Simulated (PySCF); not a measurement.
# C4H4F2O: circular dichroism and optical rotation, excited states, first hyperpolarisability

What do calculations give for the circular dichroism and optical rotation, excited states, first hyperpolarisability of C4H4F2O (`COC(F)=C=CF`)?

Programs: PySCF 2.14.0, with routines of our own; each step states its level. All values are computed. Atoms count from 0.

## Step 1: The starting structure

11 atoms, charge 0, multiplicity 1; geometry from: GFN2-xTB.

## Step 2: Relaxing the molecule at PBE0-D3(BJ)/def2-SVP

What the job is given:

```
{"job": {"xc": "PBE0", "basis": "def2-SVP", "d3": "d3bj", "grid": 2, "kind": "geom"}, "charge": 0, "multiplicity": 1}
C     -1.640728    -0.478723    -0.231127
O     -1.247253     0.081520     1.002839
C      0.055642     0.365731     1.116669
F      0.301266     0.923841     2.309694
C      1.020958     0.099772     0.276047
C      1.951629    -0.052589    -0.611978
F      2.236552     0.889308    -1.534179
H     -2.718512    -0.610324    -0.171752
H     -1.152698    -1.444624    -0.392806
H     -1.389065     0.188877    -1.060364
H      2.587632    -0.920198    -0.729005
```

Launch:

```sh
OMP_NUM_THREADS=1 python excited_run.py task.json out
```

This one command runs all jobs of the session in turn.

Output:

```text
step   0  E = -428.87624551  max force = 0.023482
step   1  E = -428.87667794  max force = 0.006594
step   2  E = -428.87699375  max force = 0.008162
step   3  E = -428.87753367  max force = 0.004578
step   4  E = -428.87773175  max force = 0.001309
step   5  E = -428.87774742  max force = 0.002285
step   6  E = -428.87779196  max force = 0.001664
step   7  E = -428.87782975  max force = 0.000694
step   8  E = -428.87784535  max force = 0.000311
step   9  E = -428.87785663  max force = 0.000228
optimisation converged
```

Wall time 51 s (1 thread of Arm Neoverse V1, shared host); peak memory 0.62 GiB.

The steps of the relaxation:

```csv
step,energy from step 0 (eV),largest force component (eV/Å)
0,0.0000,1.2075
1,-0.0118,0.3391
2,-0.0204,0.4197
3,-0.0351,0.2354
4,-0.0404,0.0673
5,-0.0409,0.1175
6,-0.0421,0.0856
7,-0.0431,0.0357
8,-0.0435,0.0160
9,-0.0438,0.0117
```

Distances of close pairs at the start and the end, largest changes first:

```csv
bond,before (Å),after (Å),change (Å)
C2–F3,1.340,1.318,-0.022
C5–H10,1.082,1.097,+0.015
O1–C2,1.338,1.324,-0.014
C5–F6,1.349,1.335,-0.013
C2–C4,1.307,1.317,+0.010
C4–C5,1.295,1.305,+0.009
C0–H7,1.087,1.096,+0.009
C0–H9,1.094,1.102,+0.008
```

The next job starts from the end point, and lists it.

```csv
at the end point,value
point group (found at 0.08 Å tolerance),C1
"rotational constants (GHz, main isotopes)","4.078, 1.629, 1.232"
dipole moment (D),2.60
```

## Step 3: Circular dichroism and optical rotation: TDDFT CAM-B3LYP/def2-TZVPD

What the job is given:

```
{"job": {"kind": "ecd", "xc": "CAM-B3LYP", "basis": "def2-TZVPD", "nstates": 12}, "charge": 0, "multiplicity": 1}
C     -1.620771    -0.603400    -0.152470
O     -1.229961     0.087399     1.012867
C      0.037528     0.464997     1.079726
F      0.239725     1.108209     2.211778
C      0.993184     0.257784     0.197477
C      1.943843     0.041761    -0.669572
F      2.226181     0.865725    -1.681867
H     -2.689644    -0.820200    -0.043154
H     -1.055715    -1.543691    -0.258838
H     -1.451175     0.014527    -1.049488
H      2.610639    -0.829633    -0.670984
```

With the program's defaults for keys left out, this is: TDDFT CAM-B3LYP/def2-TZVPD circular dichroism and optical rotation, one conformer, gas phase.

Output:

```text
coarse grid: 10088 points
cycle   1  E = -429.5505156036  dE =  1.312e+00  |g| = 8.576e-01  |ddm| = 3.642e+00
cycle   2  E = -429.5111074063  dE =  3.941e-02  |g| = 1.057e+00  |ddm| = 1.882e+00
cycle   3  E = -429.6779400416  dE = -1.668e-01  |g| = 8.189e-02  |ddm| = 7.317e-01
cycle   4  E = -429.6786790474  dE = -7.390e-04  |g| = 5.033e-02  |ddm| = 1.628e-01
cycle   5  E = -429.6792220647  dE = -5.430e-04  |g| = 1.052e-02  |ddm| = 7.930e-02
cycle   6  E = -429.6792470938  dE = -2.503e-05  |g| = 2.541e-03  |ddm| = 2.075e-02
cycle   7  E = -429.6792486121  dE = -1.518e-06  |g| = 1.427e-03  |ddm| = 5.591e-03
final grid: 100736 points
cycle   8  E = -429.6793567725  dE = -5.289e-05  |g| = 4.446e-03  |ddm| = 3.171e-01
cycle   9  E = -429.6793560435  dE =  7.290e-07  |g| = 5.092e-03  |ddm| = 2.699e-02
cycle  10  E = -429.6793599074  dE = -3.864e-06  |g| = 5.287e-04  |ddm| = 3.038e-03
cycle  11  E = -429.6793599436  dE = -3.620e-08  |g| = 2.110e-04  |ddm| = 1.239e-03
cycle  12  E = -429.6793599529  dE = -9.362e-09  |g| = 5.305e-05  |ddm| = 5.105e-04
cycle  13  E = -429.6793599536  dE = -6.269e-10  |g| = 1.659e-05  |ddm| = 1.553e-04
converged SCF energy = -429.6793599536

Singlet excitations and rotatory strengths (1e-40 esu^2 cm^2)
state   eV       nm     f(len)   f(vel)    R(len)    R(vel)   main configurations
  1   5.0026   247.8  0.00037  0.00038     0.527     0.458   H->L+1 0.93
  2   6.2808   197.4  0.00221  0.00229     8.367     8.441   H-1->L+2 0.52, H-1->L 0.25, H-1->L+4 0.09
  3   6.4578   192.0  0.05764  0.05847    28.704    29.157   H->L 0.77
  4   6.6658   186.0  0.02287  0.02344   -23.092   -23.442   H->L+2 0.45, H-1->L+1 0.22, H->L+3 0.15
  5   7.2941   170.0  0.03012  0.03000    10.258    10.375   H->L+3 0.67, H->L 0.10, H->L+4 0.09
  6   7.3819   168.0  0.08248  0.08345   -12.217   -12.396   H-1->L 0.48, H-1->L+4 0.13, H->L+2 0.11
  7   7.4661   166.1  0.20621  0.20574   -42.674   -42.600   H->L+4 0.30, H->L+2 0.29, H-1->L+1 0.14
  8   7.7598   159.8  0.64574  0.64437    55.627    55.191   H->L+4 0.45, H-1->L+1 0.41
  9   7.9278   156.4  0.02939  0.02971   -16.332   -16.710   H->L+5 0.87
 10   8.2282   150.7  0.00046  0.00038    -1.090    -1.078   H-1->L+4 0.54, H-1->L+2 0.16, H-1->L+5 0.10
 11   8.2900   149.6  0.01228  0.01188    -1.440    -1.422   H-1->L+3 0.73
 12   8.4353   147.0  0.02137  0.02154    20.536    20.732   H->L+7 0.42, H->L+6 0.40

Specific rotation (deg / (dm g/mL))
    nm     length   length(OI)   velocity    alpha(len)  alpha(vel)
  633.0      94.94      94.55      94.06       60.736     60.643
  589.3     112.04     111.59     110.98       61.021     60.928
  546.0     134.28     133.75     132.99       61.381     61.288
  436.0     237.60     236.77     235.15       62.907     62.815
  405.0     291.45     290.48     288.34       63.622     63.531
  365.0     397.33     396.13     392.83       64.900     64.811
  355.0     434.04     432.77     429.01       65.309     65.220
```

Wall time 1.7 min (1 thread of Arm Neoverse V1, shared host); peak memory 1.2 GiB.

## Step 4: Excited states: TDA wB97X-D/def2-TZVPD

The job, as its differences from that of step 3:

```diff
@@ -1,2 +1,2 @@
-{"job": {"kind": "ecd", "xc": "CAM-B3LYP", "basis": "def2-TZVPD", "nstates": 12}, "charge": 0, "multiplicity": 1}
+{"job": {"kind": "states", "xc": "wB97X-D", "basis": "def2-TZVPD", "tda": true, "soc": true, "nstates": 6, "ntriplets": 5, "nquad": 4}, "charge": 0, "multiplicity": 1}
 C     -1.620771    -0.603400    -0.152470
```

With the program's defaults for keys left out, this is: TDA wB97X-D/def2-TZVPD excited states, vertical, gas phase, spin-orbit mean-field couplings.

Output:

```text
coarse grid: 10088 points
cycle   1  E = -429.5610283414  dE =  1.338e+00  |g| = 8.617e-01  |ddm| = 4.749e+00
cycle   2  E = -429.5562056857  dE =  4.823e-03  |g| = 9.657e-01  |ddm| = 2.362e+00
cycle   3  E = -429.6931010569  dE = -1.369e-01  |g| = 8.079e-02  |ddm| = 6.531e-01
cycle   4  E = -429.6940059313  dE = -9.049e-04  |g| = 4.294e-02  |ddm| = 2.575e-01
cycle   5  E = -429.6944259731  dE = -4.200e-04  |g| = 1.062e-02  |ddm| = 8.603e-02
cycle   6  E = -429.6944546701  dE = -2.870e-05  |g| = 2.616e-03  |ddm| = 3.632e-02
cycle   7  E = -429.6944570385  dE = -2.368e-06  |g| = 1.509e-03  |ddm| = 1.018e-02
final grid: 100736 points
cycle   8  E = -429.6927686739  dE = -1.701e-04  |g| = 1.081e-02  |ddm| = 4.909e-01
cycle   9  E = -429.6927644514  dE =  4.222e-06  |g| = 1.216e-02  |ddm| = 4.731e-02
cycle  10  E = -429.6927841769  dE = -1.973e-05  |g| = 8.257e-04  |ddm| = 1.187e-02
cycle  11  E = -429.6927842991  dE = -1.223e-07  |g| = 3.580e-04  |ddm| = 4.007e-03
cycle  12  E = -429.6927843306  dE = -3.143e-08  |g| = 9.957e-05  |ddm| = 8.314e-04
cycle  13  E = -429.6927843330  dE = -2.400e-09  |g| = 3.515e-05  |ddm| = 2.452e-04
cycle  14  E = -429.6927843334  dE = -4.368e-10  |g| = 1.103e-05  |ddm| = 1.667e-04
converged SCF energy = -429.6927843334

Singlet excitations
state   eV       nm        f     d(h-e)  d(exc)  Lambda  PR(NTO)  |dmu|/D   mu/D   main configurations
  1   5.0661   244.7   0.00043   0.926   2.439   0.507   1.009    2.399    3.692   H->L 0.96
  2   6.3778   194.4   0.00232   0.683   2.524   0.334   1.010    1.123    2.640   H-1->L+2 0.54, H-1->L+1 0.28, H-1->L+4 0.10
  3   6.7014   185.0   0.05951   0.407   3.549   0.395   1.054    1.282    1.531   H->L+1 0.77, H->L+3 0.12
  4   6.9804   177.6   0.03973   0.285   2.845   0.605   1.755    1.244    2.741   H->L+2 0.48, H-1->L 0.27, H->L+3 0.10
  5   7.5713   163.8   0.03214   1.135   3.806   0.338   1.821                     H->L+3 0.41, H-1->L+1 0.16, H->L+4 0.11
  6   7.5911   163.3   0.02372   1.065   3.728   0.308   1.789                     H-1->L+1 0.34, H->L+3 0.23, H-1->L+4 0.15

Triplet excitations (Tamm-Dancoff)
state   eV     d(h-e)  d(exc)  Lambda  PR(NTO)   main configurations
  1   4.4105   0.059   2.057   0.752   1.352   H-1->L 0.78
  2   4.6289   0.080   2.212   0.557   1.344   H->L+2 0.41, H-1->L 0.15, H->L+1 0.14
  3   4.6908   0.858   2.398   0.504   1.005   H->L 0.90
  4   6.0609   0.737   2.472   0.333   1.005   H-1->L+2 0.54, H-1->L+1 0.25, H-1->L+4 0.12
  5   6.6903   0.506   3.512   0.395   1.016   H->L+1 0.57, H->L+3 0.21, H->L+2 0.10
S1 - T1 = 0.6556 eV

Spin-orbit couplings |<S|Hso|T>| (cm-1)
             T1       T2       T3       T4       T5
S0        1.973    1.950    9.402   12.712    1.924
S1        7.698    7.421    2.328    0.110    3.427
S2        9.401    4.802    1.194    0.568    0.749
S3        0.619    2.145    3.600    3.113    0.863
S4        0.437    1.723    7.744    8.083    1.682
S5        4.385    1.343    0.606    1.432    3.483
S6        3.795    4.147    0.602    1.809    4.075
T1 sublevels (cm-1): 0.000 0.013 0.022   radiative rates (1/s): 0.375 0.109 0.397
```

It took 55 s on 1 thread of Arm Neoverse V1, shared host; peak memory 1.1 GiB.

From this job:

```csv
quantity,value
S1 less T1,0.66 eV
```

## Step 5: Excited states: TDDFT CAM-B3LYP/def2-TZVPD

The job, as its differences from that of step 4:

```diff
@@ -1,2 +1,2 @@
-{"job": {"kind": "states", "xc": "wB97X-D", "basis": "def2-TZVPD", "tda": true, "soc": true, "nstates": 6, "ntriplets": 5, "nquad": 4}, "charge": 0, "multiplicity": 1}
+{"job": {"kind": "states", "xc": "CAM-B3LYP", "basis": "def2-TZVPD", "tpa": true, "nstates": 8, "nquad": 6, "ntriplets": 0}, "charge": 0, "multiplicity": 1}
 C     -1.620771    -0.603400    -0.152470
```

With the program's defaults for keys left out, this is: TDDFT CAM-B3LYP/def2-TZVPD excited states, vertical, gas phase, two-photon moments by quadratic response.

Output:

```text
coarse grid: 10088 points
cycle   1  E = -429.5505156036  dE =  1.312e+00  |g| = 8.576e-01  |ddm| = 3.642e+00
cycle   2  E = -429.5111074063  dE =  3.941e-02  |g| = 1.057e+00  |ddm| = 1.882e+00
cycle   3  E = -429.6779400416  dE = -1.668e-01  |g| = 8.189e-02  |ddm| = 7.317e-01
cycle   4  E = -429.6786790474  dE = -7.390e-04  |g| = 5.033e-02  |ddm| = 1.628e-01
cycle   5  E = -429.6792220647  dE = -5.430e-04  |g| = 1.052e-02  |ddm| = 7.930e-02
cycle   6  E = -429.6792470938  dE = -2.503e-05  |g| = 2.541e-03  |ddm| = 2.075e-02
cycle   7  E = -429.6792486121  dE = -1.518e-06  |g| = 1.427e-03  |ddm| = 5.591e-03
final grid: 100736 points
cycle   8  E = -429.6793567725  dE = -5.289e-05  |g| = 4.446e-03  |ddm| = 3.171e-01
cycle   9  E = -429.6793560435  dE =  7.290e-07  |g| = 5.092e-03  |ddm| = 2.699e-02
cycle  10  E = -429.6793599074  dE = -3.864e-06  |g| = 5.287e-04  |ddm| = 3.038e-03
cycle  11  E = -429.6793599436  dE = -3.620e-08  |g| = 2.110e-04  |ddm| = 1.239e-03
cycle  12  E = -429.6793599529  dE = -9.362e-09  |g| = 5.305e-05  |ddm| = 5.105e-04
cycle  13  E = -429.6793599536  dE = -6.269e-10  |g| = 1.659e-05  |ddm| = 1.553e-04
converged SCF energy = -429.6793599536

Singlet excitations
state   eV       nm        f     d(h-e)  d(exc)  Lambda  PR(NTO)  |dmu|/D   mu/D   delta(TPA)   sigma/GM   main configurations
  1   5.0027   247.8   0.00037   0.918   2.457   0.499   1.015    2.404    3.742        0.70      0.006   H->L+1 0.93
  2   6.2809   197.4   0.00221   0.584   2.572   0.342   1.006    0.814    2.614        1.28      0.018   H-1->L+2 0.52, H-1->L 0.25, H-1->L+4 0.09
  3   6.4579   192.0   0.05762   0.469   3.463   0.421   1.196    1.056    2.070       82.69      1.263   H->L 0.77
  4   6.6660   186.0   0.02287   0.436   3.027   0.546   1.613    1.959    2.661       42.31      0.689   H->L+2 0.45, H-1->L+1 0.22, H->L+3 0.15
  5   7.2942   170.0   0.02997   1.589   3.988   0.349   1.147    6.415    4.373       32.36      0.631   H->L+3 0.67, H->L 0.10, H->L+4 0.09
  6   7.3821   168.0   0.08233   0.924   3.614   0.346   1.440    3.198    1.114       30.18      0.602   H-1->L 0.48, H-1->L+4 0.13, H->L+2 0.11
  7   7.4663   166.1   0.20584   0.640   3.858   0.487   1.794                                            H->L+4 0.30, H->L+2 0.29, H-1->L+1 0.14
  8   7.7604   159.8   0.64679   0.222   3.063   0.558   2.254                                            H->L+4 0.45, H-1->L+1 0.41
```

It took 74 s on 1 thread of Arm Neoverse V1, shared host; peak memory 1.1 GiB.

## Step 6: First hyperpolarisability: quadratic response CAM-B3LYP/def2-TZVPD

The job, as its differences from that of step 5:

```diff
@@ -1,2 +1,2 @@
-{"job": {"kind": "states", "xc": "CAM-B3LYP", "basis": "def2-TZVPD", "tpa": true, "nstates": 8, "nquad": 6, "ntriplets": 0}, "charge": 0, "multiplicity": 1}
+{"job": {"kind": "beta", "xc": "CAM-B3LYP", "basis": "def2-TZVPD"}, "charge": 0, "multiplicity": 1}
 C     -1.620771    -0.603400    -0.152470
```

With the program's defaults for keys left out, this is: quadratic response CAM-B3LYP/def2-TZVPD first hyperpolarisability, Taylor convention, gas phase.

Output:

```text
coarse grid: 10088 points
cycle   1  E = -429.5505156036  dE =  1.312e+00  |g| = 8.576e-01  |ddm| = 3.642e+00
cycle   2  E = -429.5111074063  dE =  3.941e-02  |g| = 1.057e+00  |ddm| = 1.882e+00
cycle   3  E = -429.6779400416  dE = -1.668e-01  |g| = 8.189e-02  |ddm| = 7.317e-01
cycle   4  E = -429.6786790474  dE = -7.390e-04  |g| = 5.033e-02  |ddm| = 1.628e-01
cycle   5  E = -429.6792220647  dE = -5.430e-04  |g| = 1.052e-02  |ddm| = 7.930e-02
cycle   6  E = -429.6792470938  dE = -2.503e-05  |g| = 2.541e-03  |ddm| = 2.075e-02
cycle   7  E = -429.6792486121  dE = -1.518e-06  |g| = 1.427e-03  |ddm| = 5.591e-03
final grid: 100736 points
cycle   8  E = -429.6793567725  dE = -5.289e-05  |g| = 4.446e-03  |ddm| = 3.171e-01
cycle   9  E = -429.6793560435  dE =  7.290e-07  |g| = 5.092e-03  |ddm| = 2.699e-02
cycle  10  E = -429.6793599074  dE = -3.864e-06  |g| = 5.287e-04  |ddm| = 3.038e-03
cycle  11  E = -429.6793599436  dE = -3.620e-08  |g| = 2.110e-04  |ddm| = 1.239e-03
cycle  12  E = -429.6793599529  dE = -9.362e-09  |g| = 5.305e-05  |ddm| = 5.105e-04
cycle  13  E = -429.6793599536  dE = -6.269e-10  |g| = 1.659e-05  |ddm| = 1.553e-04
converged SCF energy = -429.6793599536

Lowest singlets (eV, f): 5.0027 0.0004  6.2809 0.0022  6.4579 0.0576

First hyperpolarisability (au)
process     nm      |vector|   parallel      HRS      DR
static         -      167.58     -39.46      63.25   7.389
shg       1907.0      174.98     -39.61      66.03   7.354
eope      1907.0      169.98     -39.51          -       -
shg       1064.0      193.75     -39.78      73.11   7.254
eope      1064.0      175.53     -39.62          -       -
```

Run time: 50 s. Hardware: 1 thread of Arm Neoverse V1, shared host; peak memory 1.1 GiB.

## Step 7: Circular dichroism and optical rotation: TDDFT CAM-B3LYP/def2-TZVPD in chloroform

The job, as its differences from that of step 6:

```diff
@@ -1,2 +1,2 @@
-{"job": {"kind": "beta", "xc": "CAM-B3LYP", "basis": "def2-TZVPD"}, "charge": 0, "multiplicity": 1}
+{"job": {"kind": "ecd", "xc": "CAM-B3LYP", "basis": "def2-TZVPD", "nstates": 12, "solvent": "chloroform"}, "charge": 0, "multiplicity": 1}
 C     -1.620771    -0.603400    -0.152470
```

Level: TDDFT CAM-B3LYP/def2-TZVPD circular dichroism and optical rotation, one conformer, IEF-PCM chloroform (non-equilibrium linear response, no local-field factor).

Output:

```text
coarse grid: 10088 points
cycle   1  E = -429.5585977541  dE =  1.304e+00  |g| = 8.484e-01  |ddm| = 3.647e+00
cycle   2  E = -429.5244988831  dE =  3.410e-02  |g| = 1.030e+00  |ddm| = 1.756e+00
cycle   3  E = -429.6828133178  dE = -1.583e-01  |g| = 7.456e-02  |ddm| = 6.707e-01
cycle   4  E = -429.6834293262  dE = -6.160e-04  |g| = 4.634e-02  |ddm| = 1.440e-01
cycle   5  E = -429.6838839157  dE = -4.546e-04  |g| = 1.014e-02  |ddm| = 7.468e-02
cycle   6  E = -429.6839074687  dE = -2.355e-05  |g| = 2.250e-03  |ddm| = 1.925e-02
cycle   7  E = -429.6839087963  dE = -1.328e-06  |g| = 1.286e-03  |ddm| = 4.932e-03
final grid: 100736 points
cycle   8  E = -429.6839903819  dE = -5.310e-05  |g| = 4.371e-03  |ddm| = 3.140e-01
cycle   9  E = -429.6839898357  dE =  5.462e-07  |g| = 4.912e-03  |ddm| = 2.628e-02
cycle  10  E = -429.6839933841  dE = -3.548e-06  |g| = 5.138e-04  |ddm| = 3.151e-03
cycle  11  E = -429.6839934173  dE = -3.321e-08  |g| = 2.087e-04  |ddm| = 1.285e-03
cycle  12  E = -429.6839934265  dE = -9.151e-09  |g| = 5.137e-05  |ddm| = 4.562e-04
cycle  13  E = -429.6839934271  dE = -5.948e-10  |g| = 1.539e-05  |ddm| = 1.493e-04
converged SCF energy = -429.6839934271

Singlet excitations and rotatory strengths (1e-40 esu^2 cm^2)
state   eV       nm     f(len)   f(vel)    R(len)    R(vel)   main configurations
  1   5.0075   247.6  0.00054  0.00055     0.380     0.319   H->L+1 0.51, H->L 0.44
  2   6.2770   197.5  0.00279  0.00288    10.632    10.686   H-1->L+2 0.38, H-1->L+1 0.23, H-1->L 0.17
  3   6.4268   192.9  0.10344  0.10407    35.506    36.005   H->L 0.45, H->L+1 0.36
  4   6.6472   186.5  0.03649  0.03742   -31.327   -31.767   H->L+2 0.63, H-1->L 0.09, H->L+4 0.09
  5   7.2901   170.1  0.64870  0.64626     1.077     1.105   H-1->L 0.39, H->L+2 0.17, H-1->L+1 0.16
  6   7.4660   166.1  0.02339  0.02450   -27.066   -27.713   H->L+3 0.32, H-1->L 0.18, H-1->L+4 0.12
  7   7.4976   165.4  0.26149  0.26169    -1.219    -0.775   H->L+3 0.45, H-1->L+1 0.23
  8   7.6837   161.4  0.18016  0.18013    41.017    40.726   H->L+4 0.74
  9   7.9182   156.6  0.02439  0.02475   -23.783   -24.081   H->L+5 0.86
 10   8.3298   148.8  0.00103  0.00106     0.218     0.279   H-1->L+4 0.41, H-1->L+3 0.27, H-1->L+2 0.15
 11   8.4117   147.4  0.00495  0.00500    -5.615    -5.633   H-1->L+3 0.30, H-1->L+5 0.29, H-1->L+4 0.15
 12   8.4597   146.6  0.01858  0.01898    16.550    16.775   H->L+7 0.62, H->L+6 0.09

Specific rotation (deg / (dm g/mL))
    nm     length   length(OI)   velocity    alpha(len)  alpha(vel)
  633.0     101.51     101.03     100.58       68.022     67.924
  589.3     119.99     119.44     118.88       68.386     68.289
  546.0     144.11     143.46     142.75       68.847     68.750
  436.0     257.11     256.08     254.58       70.814     70.718
  405.0     316.53     315.33     313.34       71.743     71.647
  365.0     434.13     432.64     429.59       73.415     73.321
  355.0     475.07     473.49     470.04       73.953     73.859
```

Wall time 99 s (1 thread of Arm Neoverse V1, shared host); peak memory 1.2 GiB.

## Step 8: Summary of results

```
                                                                                                      quantity                                                          value
                                                                                                   point group                                                             C1
                                                                          rotational constants (main isotopes)                                           4.08, 1.63, 1.23 GHz
              state of largest rotatory strength (velocity form) among 12 (step 3, TDDFT CAM-B3LYP/def2-TZVPD)  7.76 eV, R = +55.2 (velocity), +55.6 (length) ·10⁻⁴⁰ esu² cm²
                                            specific rotation at 633.0 nm (step 3, TDDFT CAM-B3LYP/def2-TZVPD)                                 94.1 (velocity), 94.9 (length)
                                                                   S1 less T1 (step 4, TDA wB97X-D/def2-TZVPD)                                                        0.66 eV
                                                    β vector (step 6, quadratic response CAM-B3LYP/def2-TZVPD)            static 168, SHG 1907.0 nm 175, SHG 1064.0 nm 194 au
state of largest rotatory strength (velocity form) among 12 (step 7, TDDFT CAM-B3LYP/def2-TZVPD in chloroform)  7.68 eV, R = +40.7 (velocity), +41.0 (length) ·10⁻⁴⁰ esu² cm²
                              specific rotation at 633.0 nm (step 7, TDDFT CAM-B3LYP/def2-TZVPD in chloroform)                               100.6 (velocity), 101.5 (length)
```

What this shows: The optimisation took 9 steps and gained 0.044 eV; among the close pairs (by a distance rule), C2–F3 changed most, from 1.340 to 1.318 Å. No frequency check was run at this level, so the end point may be a saddle. Rotations belong to one conformer and to the handedness of the start. In step 4, the number of triplets below S1 is 3, and the largest singlet-triplet spin-orbit coupling is S0–T4, 12.71 cm⁻¹. β grows from 168 au (static) to 194 au for doubling at 1064.0 nm: normal dispersion, which grows as twice the photon energy moves toward the bright states.
